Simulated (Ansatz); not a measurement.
**C2H6FNOSi: one species, many methods**

Aim: compute C2H6FNOSi with functionals from several rungs and with coupled cluster, and see how far each lands from CCSD(T) at the basis-set limit for the atomisation energy.

Program: Ansatz 0.2.0, Gaussian basis. Level of theory: functionals in def2-TZVPP, the program's frozen cores in correlated methods. These are calculated values, not measurements.

Plan: PBE-D4, r2SCAN-D4, PBE0-D4, B3LYP-D4, ωB97X-V, ωB97M-V, B2PLYP; CCSD(T)/def2-TZVPP; MP2/def2-QZVPP; extrapolation to the limit.

## (1) Structure used throughout

An earlier PBE0-D4 in a triple-zeta def2 set relaxation fixed the geometry.

SMILES `N[Si]1(F)CCO1`, 12 atoms, charge 0, spin multiplicity 1.

Atoms are counted from 1 here; the program's logs count them from 0.

Bond lengths: N1–Si2 1.684 Å, N1–H7 1.005 Å, N1–H8 1.004 Å, Si2–F3 1.595 Å, Si2–C4 1.864 Å, Si2–O6 1.650 Å, C4–C5 1.540 Å, C4–H9 1.089 Å, C4–H10 1.089 Å, C5–O6 1.455 Å, C5–H11 1.092 Å, C5–H12 1.092 Å. Angles: Si2–N1–H7 122.7°, Si2–N1–H8 123.6°, H7–N1–H8 113.5°, N1–Si2–F3 104.2°, N1–Si2–C4 126.3°, N1–Si2–O6 115.1°, F3–Si2–C4 113.3°, F3–Si2–O6 115.1°, C4–Si2–O6 82.4°, Si2–C4–C5 82.6°, Si2–C4–H9 117.2°, Si2–C4–H10 116.6°, C5–C4–H9 114.9°, C5–C4–H10 113.9°, H9–C4–H10 109.5°, C4–C5–O6 101.5°, C4–C5–H11 113.9°, C4–C5–H12 113.4° and more.

## (2) PBE-D4 (GGA)

The input, in.yaml:

```yaml
crystal:
  periodic: [false, false, false]
  atoms:
    - {symbol: N, position_ang: [0.701045, -2.009747, 0.353450]}
    - {symbol: Si, position_ang: [0.447899, -0.357510, 0.554347]}
    - {symbol: F, position_ang: [1.521101, 0.071076, 1.653388]}
    - {symbol: C, position_ang: [0.244176, 0.899764, -0.806152]}
    - {symbol: C, position_ang: [-1.132209, 1.098919, -0.144984]}
    - {symbol: O, position_ang: [-1.108627, 0.076676, 0.889491]}
    - {symbol: H, position_ang: [1.488648, -2.490865, 0.750571]}
    - {symbol: H, position_ang: [0.055550, -2.618320, -0.117269]}
    - {symbol: H, position_ang: [0.895903, 1.771779, -0.780667]}
    - {symbol: H, position_ang: [0.192466, 0.513725, -1.823484]}
    - {symbol: H, position_ang: [-1.975201, 0.908565, -0.812227]}
    - {symbol: H, position_ang: [-1.253850, 2.080736, 0.317635]}
basis:
  gaussian: {orbitals: def2-TZVPP}
hamiltonian: {xc: pbe, dispersion: d4}
output: {forces: true, orbitals: {seedname: orbitals}}
```

On the command line:

```
ansatz run in.yaml --threads 4 --pin off --events-out ev --progress --plain --max-ram 10444MiB
```

The runs that follow: r2SCAN-D4 (meta-GGA); PBE0-D4 (hybrid); B3LYP-D4 (hybrid); ωB97X-V (range-separated); ωB97M-V (range-separated); B2PLYP (double hybrid); CCSD(T) in def2-TZVPP; MP2 in def2-QZVPP.

**Question.** What will the summary of the whole plan be? Wanted: atomisation energy, CCSD(T)/CBS; farthest; mean size of error, hybrid; mean size of error, range-separated; gap, smallest and largest; T1 diagnostic; triples share of the correlation energy.

As calculated:

| quantity | value |
| --- | --- |
| atomisation energy, CCSD(T)/CBS | 4905.8 kJ/mol |
| functionals within 24.5 kJ/mol (0.5 %) | r2SCAN-D4, PBE0-D4, B3LYP-D4, ωB97X-V, ωB97M-V |
| farthest | PBE-D4 (+91.5 kJ/mol) |
| mean size of error, hybrid | 16.0 kJ/mol |
| mean size of error, range-separated | 12.6 kJ/mol |
| gap, smallest and largest | 6.46 eV (PBE-D4), 13.08 eV (ωB97X-V) |
| T1 diagnostic | 0.0115 |
| triples share of the correlation energy | 3.6 % |

In words: PBE-D4 is off by +91.5 kJ/mol. Double hybrids carry the basis error of their MP2 part in triple zeta, and no dispersion term here, so their miss is partly the set-up's. Misses under about 24.5 kJ/mol are within the doubt on the reference itself, which lacks core-valence correlation, relativity and higher excitations. Hartree-Fock recovers 71 % of the binding; the rest is correlation. Orbital gaps span 6.5 to 13.1 eV; exact exchange widens them.
